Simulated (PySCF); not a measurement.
# LaH: bond curves at several levels of theory

One table from this session's results is given with a row withheld; the runs are named, their logs left out.

Computed with PySCF 2.14.0. Level: La x2c-TZVPall, H x2c-TZVPall, spin-free X2C with a Gaussian nucleus.

Set-up of the first run:

The job is set up so:

- atoms: La, H
- charge: 0
- basis: La x2c-TZVPall, H x2c-TZVPall
- Hamiltonian: spin-free X2C with a Gaussian nucleus
- basis functions: 87
- electrons treated: 58
- masses in u: 138.9063, 1.0078
- levels: PBE0, PBE, r²SCAN, PW91, r²SCAN0, HF, MP2, SCS-MP2, CCSD, CCSD(T)
- grid: 80 radial by 434 angular points
- occupations: held fixed by the projection of orbital angular momentum
- dissociation limit: La + H, each in its ground configuration
- starting distance in angstrom: 1.915
- values of 2S to try: 0, 2

Run with:

```bash
$ OMP_NUM_THREADS=2 python dia.py task.json out
```

Steps of the session up to this table: The job; The PBE0 curve of the state that the search chose; Excited determinants; PBE (GGA); r²SCAN (meta-GGA); PW91 (GGA); r²SCAN0 (hybrid meta-GGA); UHF (mean field); Correlated methods on the Hartree–Fock reference.

One of the session's tables, all rows but one given; the rest of the session is left out.

Energy (eV) from each level's lowest point:

```
R (Å)    UHF  UHF-MP2  UHF-SCS-MP2  UHF-CCSD  UHF-CCSD(T)
1.784  0.581    0.458        0.474       n/a          n/a
1.867  0.312    0.220        0.231     0.237        0.234
1.950  0.138    0.076        0.083     0.087        0.086
2.012      ?        ?            ?         ?            ?
2.074  0.014    0.000        0.000     0.000        0.000
2.136  0.000    0.011        0.007     0.004        0.005
2.219  0.020    0.064        0.055     0.048        0.049
2.323  0.095    0.177        0.163     0.149        0.150
2.447  0.235    0.361        0.340     0.317        0.316
2.613  0.478    0.651        0.622       n/a          n/a
```

Estimate the missing values for R (Å) = 2.012.

Worked estimate for «UHF». A straight line through the neighbours (1.950, 0.138) and (2.074, 0.014) gives 0.138 + (0.014 − 0.138) × (2.012 − 1.950) / (2.074 − 1.950) = 0.076; a parabola fitted to 4 rows on both sides gives 0.057.

**Answer.** UHF: 0.058; UHF-MP2: 0.020; UHF-SCS-MP2: 0.023; UHF-CCSD: 0.026; UHF-CCSD(T): 0.025. In «UHF» the line misses by +0.018 and the parabola by -0.001.
